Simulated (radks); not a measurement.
# Valence configurations of Sm²⁺

One table from this session's results is given with a row withheld; the runs are named, their logs left out.

Method: Dirac Kohn-Sham, LDA (Slater exchange, Perdew-Wang correlation), spin-unpolarised, spherical densities, finite nucleus; open shells are shared between the two j in proportion to 2j + 1. Code: radks (a radial shooting solver on a logarithmic mesh, Libxc functionals) version 1.

## Starting point

```
element            : samarium (Z = 62)
charge             : +2
electrons          : 60
configuration      : [Xe] 4f6
nuclear rms radius : 5.0819 fm
others tried       : 4f5 5d1; 4f5 6p1; 4f5 6s1; 4f5.5 5d0.5; 4f4 5d2; 4f4 6s2; 4f2 5d2 6s2; 4f5.5 6p0.5
```

The outer shells:

Sm²⁺
```
[Xe] core
4f [↑ ][↑ ][↑ ][↑ ][↑ ][↑ ][  ]
```

The first run:

Settings of this run:

```text
Z 62
configuration [Xe] 4f6
relativity Dirac
functional lda,pw
spin unpolarised
j_filling average
nucleus finite rms 5.0819 fm
c 137.035999084
```

Started as:

```console
python run_ks.py task.json out
```

The same process makes all the runs of this session.

Steps of the session up to this table: [Xe] 4f6.

One of the session's tables, all rows but one given; the rest of the session is left out.

Radial moments (bohr):

| level | <r> | outermost maximum (interpolated) | 90 % within | nodes |
| --- | --- | --- | --- | --- |
| 4p3/2 | 0.6228 | 0.571 | 0.907 | 2 |
| 4d3/2 | 0.6653 | 0.583 | 1.00 | 1 |
| 4d5/2 | 0.6758 | 0.591 | 1.02 | 1 |
| 5s1/2 | 1.407 | 1.26 | 2.03 | 4 |
| 5p1/2 | ? | ? | ? | ? |
| 5p3/2 | 1.677 | 1.46 | 2.46 | 3 |
| 4f5/2 | 0.9820 | 0.611 | 1.73 | 0 |
| 4f7/2 | 0.9983 | 0.616 | 1.76 | 0 |

Q: Estimate the row for 5p1/2 from the others.

As computed: <r>: 1.584; outermost maximum (interpolated): 1.38; 90 % within: 2.32; nodes: 3. In the column «<r>» it lies between 5s1/2 (1.407) and 5p3/2 (1.677).
